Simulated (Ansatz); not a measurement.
## CH₄F₃NSi, SMILES CN[Si](F)(F)F: harmonic frequencies at the relaxed geometry, step by step

Computed with Ansatz 0.2.0, Python API.

At the Python prompt:
```pycon
>>> import itertools
>>> import warnings
>>> import ansatz
>>> from ase import Atoms
>>> from ase.data import atomic_numbers, covalent_radii
>>> from ase.thermochemistry import IdealGasThermo
>>> import numpy as np
>>> BASIS_SET = "def2-SVP"
>>> XC = "r2scan"
>>> VDW = "d4"
>>> warnings.simplefilter("ignore", ansatz.DeckWarning)
>>> atoms = Atoms(["C", "N", "Si", "F", "F", "F", "H", "H", "H", "H"], positions=[
...     (0.2265, -1.1273, 0.8785),
...     (0.6429, -0.0965, -0.0873),
...     (-0.4132, 0.9346, -0.9714),
...     (-1.3464, 0.0609, -1.7864),
...     (0.5243, 1.8183, -1.9416),
...     (-1.1352, 1.8715, 0.104),
...     (1.0584, -1.6366, 1.2717),
...     (-0.4532, -1.7934, 0.3891),
...     (-0.3397, -0.6007, 1.7529),
...     (1.3186, 0.5181, 0.3934),
... ])
>>> mol = ansatz.Crystal.molecule_from_ase(atoms)
>>> base = mol.calculation()
>>> base = base.basis(gaussian=BASIS_SET).functional(XC, dispersion=VDW)
>>> symbols = [site.symbol for site in mol.cartesian_sites]
>>> start = np.array([site.position_ang for site in mol.cartesian_sites], dtype=float)
>>> summary = base.relax(force_tolerance=0.003).run().report

>>> end = np.array(summary["positions_ang"])
>>> # pairs closer than 1.2 times the sum of covalent radii, before or after
>>> radius = [covalent_radii[atomic_numbers[s]] for s in symbols]
>>> span = lambda where, i, j: np.linalg.norm(where[i] - where[j])
>>> bonded = [(i, j) for i, j in itertools.combinations(range(len(symbols)), 2) if min(span(start, i, j), span(end, i, j)) < 1.2 * (radius[i] + radius[j])]
>>> print("pair        before    after (A)")
pair        before    after (A)
>>> for i, j in bonded:
...     print(f"{symbols[i]}{i}-{symbols[j]}{j}".ljust(10), f"{span(start, i, j):8.4f} {span(end, i, j):8.4f}")
...
C0-N1        1.4727   1.4551
C0-H6        1.0517   1.1028
C0-H7        1.0701   1.0998
C0-H8        1.1672   1.1046
N1-Si2       1.7205   1.6818
N1-H9        1.0322   1.0153
Si2-F3       1.5161   1.6040
Si2-F4       1.6128   1.6027
Si2-F5       1.5986   1.6077
>>> for first, second in list(itertools.combinations(bonded, 2)):
...     shared = set(first) & set(second)
...     if shared and symbols[(j := shared.pop())] != "H":
...         i, k = sorted((set(first) | set(second)) - {j})
...         u, v = end[i] - end[j], end[k] - end[j]
...         angle = np.degrees(np.arccos(np.clip(u @ v / np.linalg.norm(u) / np.linalg.norm(v), -1, 1)))
...         print(f"final angle {symbols[i]}{i}-{symbols[j]}{j}-{symbols[k]}{k}: {angle:.2f} deg")
...
final angle N1-C0-H6: 111.25 deg
final angle N1-C0-H7: 109.40 deg
final angle N1-C0-H8: 112.85 deg
final angle C0-N1-Si2: 125.53 deg
final angle C0-N1-H9: 115.14 deg
final angle H6-C0-H7: 107.09 deg
final angle H6-C0-H8: 108.24 deg
final angle H7-C0-H8: 107.79 deg
final angle Si2-N1-H9: 118.93 deg
final angle N1-Si2-F3: 109.39 deg
final angle N1-Si2-F4: 109.87 deg
final angle N1-Si2-F5: 116.46 deg
final angle F3-Si2-F4: 110.61 deg
final angle F3-Si2-F5: 105.03 deg
final angle F4-Si2-F5: 105.32 deg
>>> # frequencies need a stationary point, so they are taken at the relaxed geometry
>>> minimum = ansatz.Crystal.molecule()
>>> for symbol, place in zip(symbols, end):
...     minimum = minimum.atom(symbol, place.tolist())
...
>>> vibrating = (
...     minimum.calculation()
...     .basis(gaussian=BASIS_SET)
...     .functional(XC, dispersion=VDW)
...     .phonons(temperatures=(298.15, 498.15, 100))
... )
>>> vib = vibrating.run().report["vibrations"]
>>> sums = vib["harmonic_sums"]
>>> modes = [m["omega_inv_cm"] for m in sums["modes_at_gamma"] if m["rigid_motion"] == "no"]
>>> for number, w in enumerate(modes, start=1):
...     print(f"mode {number:2d} {w:9.1f} 1/cm {w / 8065.544 * 1000:8.2f} meV")
...
mode  1      47.7 1/cm     5.91 meV
mode  2     117.9 1/cm    14.61 meV
mode  3     158.9 1/cm    19.70 meV
mode  4     232.0 1/cm    28.76 meV
mode  5     282.2 1/cm    34.99 meV
mode  6     350.3 1/cm    43.44 meV
mode  7     359.3 1/cm    44.55 meV
mode  8     419.0 1/cm    51.95 meV
mode  9     433.8 1/cm    53.78 meV
mode 10     730.3 1/cm    90.55 meV
mode 11     927.1 1/cm   114.95 meV
mode 12     966.6 1/cm   119.84 meV
mode 13     995.2 1/cm   123.39 meV
mode 14    1099.0 1/cm   136.26 meV
mode 15    1141.7 1/cm   141.55 meV
mode 16    1162.8 1/cm   144.17 meV
mode 17    1405.4 1/cm   174.25 meV
mode 18    1449.5 1/cm   179.72 meV
mode 19    1469.8 1/cm   182.23 meV
mode 20    1503.1 1/cm   186.35 meV
mode 21    3011.1 1/cm   373.33 meV
mode 22    3090.3 1/cm   383.15 meV
mode 23    3141.1 1/cm   389.45 meV
mode 24    3616.2 1/cm   448.36 meV
>>> print("imaginary modes:", sum(w < 0 for w in modes), " zero-point energy:", round(sums["zero_point_energy_ev"], 4), "eV")
imaginary modes: 0  zero-point energy: 1.7426 eV
>>> # rigid rotor and ideal gas, symmetry number taken as one
>>> gas = IdealGasThermo(vib_energies=[w / 8065.544 for w in modes if w > 0], geometry="linear" if len(modes) == 3 * len(symbols) - 5 else "nonlinear",
...                      atoms=Atoms(symbols, positions=end), symmetrynumber=1, spin=0.0)
>>> print(f"H(298 K) - E = {gas.get_enthalpy(298.15, verbose=False):.4f} eV")
H(298 K) - E = 1.9739 eV
>>> print(f"S(298 K, 1 bar) = {96485.33 * gas.get_entropy(298.15, 1e5, verbose=False):.1f} J/(mol K) with symmetry number 1")
S(298 K, 1 bar) = 361.3 J/(mol K) with symmetry number 1
```

The frequencies are harmonic and unscaled, in a modest basis. The result belongs to the one conformer reached from this start, and soft torsions count as harmonic oscillators. The entropy takes a symmetry number of 1; a symmetric molecule's is lower by R ln(sigma). Run time: 100 s on 1 thread of AMD EPYC 9R45 96-Core Processor (Zen 5), with other jobs on the host, peak memory 0.3 GiB.

(Lines on the test bed's own set-up are left out of the output.)
